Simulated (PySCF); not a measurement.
# Ge²⁺: excitation energy in aug-cc-pVQZ-DK

Aim: the excitation energy of germanium from differences of total energies, at each level of theory, and how far each lands from the tabulated value where there is one.

The numbers are computed with PySCF 2.14.0 (unrestricted determinants in a Gaussian basis, no spin-orbit coupling in the energies), except any that are marked as measured or tabulated.

### Step 1. The system

* Element: germanium (Z = 32)
* Basis: aug-cc-pVQZ-DK (8s7p5d3f2g, 93 functions)
* Hamiltonian: the spin-free X2C one-electron Hamiltonian (Gaussian nucleus)
* State 1: Ge²⁺: [Ar] 3d10 4s1 4d1, high-spin 3D determinant (an excited configuration)
* Needed too, but not shown: Ge²⁺ [Ar] 3d10 4s2 (1S)
* Methods: UHF, LDA, PBE, PBE0, r2SCAN, BLYP, CAM-B3LYP, B2PLYP, LC-wPBE, MP2
* Core shells frozen in the correlated runs: valence: [Ar] 3d10 (for Ge²⁺)

Outer shells as boxes (Hund's rule):

Ge2+ [Ar] 3d10 4s1 4d1
```
[Ar] core
3d [↑↓][↑↓][↑↓][↑↓][↑↓]
4s [↑ ]
4d [↑ ][  ][  ][  ][  ]
```

One driver process ran all states and methods and kept the integrals in memory. Each run is shown as a PySCF script that sums up its settings (the driver passes frozen orbitals as a list and adds second-order terms of double hybrids); the logs are those of the runs themselves. The driver starts from symmetry-adapted Hartree-Fock orbitals, holds the occupation by maximum overlap and uses a logarithmic radial grid for functionals, so a plain start would take other cycles.

The integrals over 93 functions and the set-up took 2.7 s of CPU time.

### Step 2. Ge²⁺ [Ar] 3d10 4s1 4d1, method by method

Level: UHF.

Contents of input.py:

```python
from pyscf import gto, scf, dft, mp, cc
import basis_set_exchange as bse
mol = gto.M(atom="Ge 0 0 0", charge=2, spin=2, symmetry="D2h",
            basis=gto.basis.parse(bse.get_basis("aug-cc-pVQZ-DK", elements=["Ge"], fmt="nwchem")),
            nucmod="G")
mf = scf.UHF(mol).sfx2c1e()
mf.irrep_nelec = {'Ag': (6, 5), 'B1g': (2, 1), 'B2g': (1, 1), 'B3g': (1, 1), 'B1u': (2, 2), 'B2u': (2, 2), 'B3u': (2, 2)}
mf.kernel()
```

Level: LDA.

input.py, as changed from the run before:

```diff
@@ -5,3 +5,3 @@
             nucmod="G")
-mf = scf.UHF(mol).sfx2c1e()
+mf = dft.UKS(mol, xc="LDA,VWN").sfx2c1e()
 mf.irrep_nelec = {'Ag': (6, 5), 'B1g': (2, 1), 'B2g': (1, 1), 'B3g': (1, 1), 'B1u': (2, 2), 'B2u': (2, 2), 'B3u': (2, 2)}
```

Level: PBE.

input.py, as changed from the run before:

```diff
@@ -5,3 +5,3 @@
             nucmod="G")
-mf = dft.UKS(mol, xc="LDA,VWN").sfx2c1e()
+mf = dft.UKS(mol, xc="PBE").sfx2c1e()
 mf.irrep_nelec = {'Ag': (6, 5), 'B1g': (2, 1), 'B2g': (1, 1), 'B3g': (1, 1), 'B1u': (2, 2), 'B2u': (2, 2), 'B3u': (2, 2)}
```

Level: PBE0.

input.py, as changed from the run before:

```diff
@@ -5,3 +5,3 @@
             nucmod="G")
-mf = dft.UKS(mol, xc="PBE").sfx2c1e()
+mf = dft.UKS(mol, xc="PBE0").sfx2c1e()
 mf.irrep_nelec = {'Ag': (6, 5), 'B1g': (2, 1), 'B2g': (1, 1), 'B3g': (1, 1), 'B1u': (2, 2), 'B2u': (2, 2), 'B3u': (2, 2)}
```

Level: r2SCAN.

input.py, as changed from the run before:

```diff
@@ -5,3 +5,3 @@
             nucmod="G")
-mf = dft.UKS(mol, xc="PBE0").sfx2c1e()
+mf = dft.UKS(mol, xc="R2SCAN").sfx2c1e()
 mf.irrep_nelec = {'Ag': (6, 5), 'B1g': (2, 1), 'B2g': (1, 1), 'B3g': (1, 1), 'B1u': (2, 2), 'B2u': (2, 2), 'B3u': (2, 2)}
```

Level: BLYP.

input.py, as changed from the run before:

```diff
@@ -5,3 +5,3 @@
             nucmod="G")
-mf = dft.UKS(mol, xc="R2SCAN").sfx2c1e()
+mf = dft.UKS(mol, xc="BLYP").sfx2c1e()
 mf.irrep_nelec = {'Ag': (6, 5), 'B1g': (2, 1), 'B2g': (1, 1), 'B3g': (1, 1), 'B1u': (2, 2), 'B2u': (2, 2), 'B3u': (2, 2)}
```

Level: CAM-B3LYP.

input.py, as changed from the run before:

```diff
@@ -5,3 +5,3 @@
             nucmod="G")
-mf = dft.UKS(mol, xc="BLYP").sfx2c1e()
+mf = dft.UKS(mol, xc="CAMB3LYP").sfx2c1e()
 mf.irrep_nelec = {'Ag': (6, 5), 'B1g': (2, 1), 'B2g': (1, 1), 'B3g': (1, 1), 'B1u': (2, 2), 'B2u': (2, 2), 'B3u': (2, 2)}
```

Level: B2PLYP.

input.py, as changed from the run before:

```diff
@@ -5,3 +5,3 @@
             nucmod="G")
-mf = dft.UKS(mol, xc="CAMB3LYP").sfx2c1e()
+mf = dft.UKS(mol, xc="0.53*HF + 0.47*B88, 0.73*LYP").sfx2c1e()
 mf.irrep_nelec = {'Ag': (6, 5), 'B1g': (2, 1), 'B2g': (1, 1), 'B3g': (1, 1), 'B1u': (2, 2), 'B2u': (2, 2), 'B3u': (2, 2)}
```

Level: LC-wPBE.

input.py, as changed from the run before:

```diff
@@ -5,3 +5,3 @@
             nucmod="G")
-mf = dft.UKS(mol, xc="0.53*HF + 0.47*B88, 0.73*LYP").sfx2c1e()
+mf = dft.UKS(mol, xc="LC_WPBE").sfx2c1e()
 mf.irrep_nelec = {'Ag': (6, 5), 'B1g': (2, 1), 'B2g': (1, 1), 'B3g': (1, 1), 'B1u': (2, 2), 'B2u': (2, 2), 'B3u': (2, 2)}
```

### Step 3. Ge²⁺ [Ar] 3d10 4s1 4d1, continued

Level: MP2 (valence).

Edit input.py of step 2 so:

```diff
@@ -5,4 +5,5 @@
             nucmod="G")
-mf = dft.UKS(mol, xc="LC_WPBE").sfx2c1e()
+mf = scf.UHF(mol).sfx2c1e()
 mf.irrep_nelec = {'Ag': (6, 5), 'B1g': (2, 1), 'B2g': (1, 1), 'B3g': (1, 1), 'B1u': (2, 2), 'B2u': (2, 2), 'B3u': (2, 2)}
 mf.kernel()
+mp.UMP2(mf, frozen=14).kernel()
```

Q: Predict the outcome of this session.

The runs gave:

| quantity | value |
| --- | --- |
| excitation energy, Ge²⁺ → [Ar] 3d10 4s1 4d1 | UHF 18.728, MP2 (valence) 19.390 eV |

The methods span 1.385 eV, from UHF (18.728) to CAM-B3LYP (20.113). No reference value is at hand in this session. The basis is finite, and no extrapolation was made.
